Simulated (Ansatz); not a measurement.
# Mo: the cost of one run

Program: Ansatz 0.2.0. Level of theory: DFT r2SCAN, scalar-relativistic, plane waves, PAW. These are calculated values, not measurements.

### Step 1. Starting point

Symmetry: Im-3m, No. 229, cubic system. The conventional cell has a = 3.160 Å, b = 3.160 Å, c = 3.160 Å, α = 90.00°, β = 90.00°, γ = 90.00°. Around Mo (site symmetry m-3m) lie 8 Mo at 2.74 Å.

Coordinates:

```
CELL_PARAMETERS angstrom
-1.58022 1.58022 1.58022
1.58022 -1.58022 1.58022
1.58022 1.58022 -1.58022
ATOMIC_POSITIONS crystal
Mo 0.00000 0.00000 0.00000
```

This cell was relaxed beforehand with the same method: volume 15.78 Å³/atom, gap on the mesh none (metal).

### Step 2. The bulk in the cell of the plane

File input.yaml:

```yaml
crystal:
  lattice:
    - [2.7283887526, 0.0, 0.0]
    - [-0.9094629175, 2.5723495849, 0.0]
    - [0.9094629175, 1.2861747925, 2.227720088]
  atoms:
    - { symbol: Mo, position: [0.0, 0.0, 0.0] }
basis:
  ecutwfc: 500
kpoints:
  mp_grid: { grid: [13, 13, 15] }
hamiltonian:
  xc: r2scan
scf:
  occupations: { method: gaussian, width: 0.1 }
output:
  forces: true
  stress: true
  eigenvalues: true
```

Started as:

```
> ansatz run input.yaml --threads 1 --pin off --max-ram 2560MiB --backend cpu --events-out ev --progress --plain --runs-dir out
```

**Question.** How long does this run take on 1 thread of Intel Xeon at 2.70GHz, shared host, and how much memory does it need?

About 14 s, with a peak of 0.47 GiB.
